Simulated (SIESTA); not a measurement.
Runs of SIESTA 5.4.2 on Cs. The cell holds a slab with vacuum, 3 atoms: a = 5.235 Å, b = 5.235 Å, c = 23.549 Å, α = 90.00°, β = 90.00°, γ = 109.47°. The slab is cut from a database's or a generator's crystal, which needn't be the stable form of the element.

```csv
level,potentials or basis,gap on the mesh (eV),largest force (eV/Å)
RPBE,"PseudoDojo 0.4 standard (PBE files), DZP (energy shift 0.003 Ry; two zetas on semicore shells; d shell added on Cs)",none,0.05
BLYP,"PseudoDojo 0.4 standard (PBE files), DZP (energy shift 0.003 Ry; two zetas on semicore shells; d shell added on Cs)",none,(a)
revPBE,"PseudoDojo 0.4 standard (PBE files), DZP (energy shift 0.003 Ry; two zetas on semicore shells; d shell added on Cs)",none,0.04
PBE,"PseudoDojo 0.4 standard (PBE files), DZP (energy shift 0.003 Ry; two zetas on semicore shells; d shell added on Cs)",none,-
LDA,"PseudoDojo 0.4 standard (LDA files), DZP (energy shift 0.003 Ry; two zetas on semicore shells; d shell added on Cs)",none,(b)
AM05,"PseudoDojo 0.4 standard (PBEsol files), DZP (energy shift 0.003 Ry; two zetas on semicore shells; d shell added on Cs)",none,-
PW91,"PseudoDojo 0.4 standard (PBE files), DZP (energy shift 0.003 Ry; two zetas on semicore shells; d shell added on Cs)",none,-
PBEsol,"PseudoDojo 0.4 standard (PBEsol files), DZP (energy shift 0.003 Ry; two zetas on semicore shells; d shell added on Cs)",none,0.02
```

Alike in all rows: task band structure; no spin polarisation; cell as given; k mesh 6 × 6 × 1; smearing fermi-dirac 0.05 eV; grid cutoff 500 Ry; energy shift 0.003 Ry.

Question: Estimate the missing entries.

Answer: (a) 0.03; (b) 0.06.

Caveats: the basis of atomic orbitals isn't converged, which shifts pressures, moduli and gaps; the potentials were made for another functional, which shifts forces and pressure (some runs).

A k mesh can miss the band edges, and the runs leave out spin-orbit coupling on Cs.

A gap of «none» marks a metal or a gap under the smearing width.

Not every run made on this cell is shown here.
